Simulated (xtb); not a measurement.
# GeSi2H7O (SMILES [SiH2][O][GeH2][SiH3]) at GFN2-xTB

Wanted: an optimisation with harmonic vibrations of GeSi2H7O. 

The calculation is run with xtb 6.7.1.

2 further runs of the same task are left out: 2 set aside as unsound or not needed.

### 1 The molecule

GeSi2H7O has 11 atoms, charge 0, and is taken as a doublet. SMILES: `[SiH2][O][GeH2][SiH3]`. All atoms were displaced at random from a relaxed shape. The run starts from this shape.

Bond lengths: Si1–O2 1.563 Å, O2–Ge3 1.775 Å, Ge3–Si4 2.434 Å, Si1–H5 1.457 Å, Si1–H6 1.527 Å, Ge3–H7 1.513 Å, Ge3–H8 1.601 Å, Si4–H9 1.411 Å, Si4–H10 1.367 Å, Si4–H11 1.530 Å. Some angles: Si1–O2–Ge3 148.3°, O2–Ge3–Si4 106.7°, O2–Si1–H5 112.5°, O2–Si1–H6 112.0°, O2–Ge3–H7 97.7°, O2–Ge3–H8 107.3°, Si4–Ge3–H7 119.9°, Si4–Ge3–H8 116.3°, Ge3–Si4–H9 109.4°, Ge3–Si4–H10 111.7°.

### 2 An optimisation with harmonic vibrations at GFN2-xTB

The input, struc.tmol:

```
$coord
     -2.864975983023      3.834499971262     -0.014891041862  si
     -2.429356316774      1.233972262119      1.317365875999  o
     -0.351337881090     -1.306991279575      2.005679719633  ge
      2.084349018201     -2.098068429866     -1.815214223532  si
     -1.991185520257      3.840792759257     -2.625075251501  h
     -1.682442066016      6.016226576665      1.459416588787  h
      0.917651006118     -0.152047363987      4.293760111330  h
     -2.043379755819     -3.602876240167      3.014887956489  h
      0.528783164193     -3.280375579738     -3.629634762091  h
      3.159225237888      0.066178208884     -2.728386578735  h
      3.999567548248     -4.183211133039     -1.227150350809  h
$end
```

Run with:

```bash
$ xtb struc.tmol --ohess extreme --gfn2 --chrg 0 --uhf 1 | tee out.txt
```

**Question.** What will come out? Wanted: total energy at the end; dipole moment; HOMO energy; LUMO energy; dispersion energy; mean polarisability; lowest harmonic wavenumber; highest harmonic wavenumber; zero-point energy.

**Answer.** As computed:

Level: GFN2-xTB.

| quantity | value |
| --- | --- |
| total energy at the end | -13.03988 Eh |
| dipole moment | 2.25 D |
| HOMO energy (partly filled) | -7.43 eV |
| LUMO energy | -5.85 eV |
| dispersion energy | -21.70 kJ/mol |
| mean polarisability (D4 model) | 102.3 bohr³ |
| lowest harmonic wavenumber | 26 cm⁻¹ |
| highest harmonic wavenumber | 2259 cm⁻¹ |
| zero-point energy | 146.6 kJ/mol |

**Reading.** At the final geometry: Bond lengths: Si1–O2 1.612 Å, O2–Ge3 1.775 Å, Ge3–Si4 2.344 Å, Si1–H5 1.464 Å, Si1–H6 1.462 Å, Ge3–H7 1.530 Å, Ge3–H8 1.521 Å, Si4–H9 1.464 Å, Si4–H10 1.466 Å, Si4–H11 1.463 Å. Some angles: Si1–O2–Ge3 143.8°, O2–Ge3–Si4 109.1°, O2–Si1–H5 109.9°, O2–Si1–H6 111.7°, O2–Ge3–H7 102.6°, O2–Ge3–H8 99.1°, Si4–Ge3–H7 118.7°, Si4–Ge3–H8 120.4°, Ge3–Si4–H9 110.5°, Ge3–Si4–H10 109.8°. All 27 modes are real, though the softest (26 cm⁻¹) is within numerical noise. Mulliken charges run from -0.46 on O2 to +0.43 on Si4.
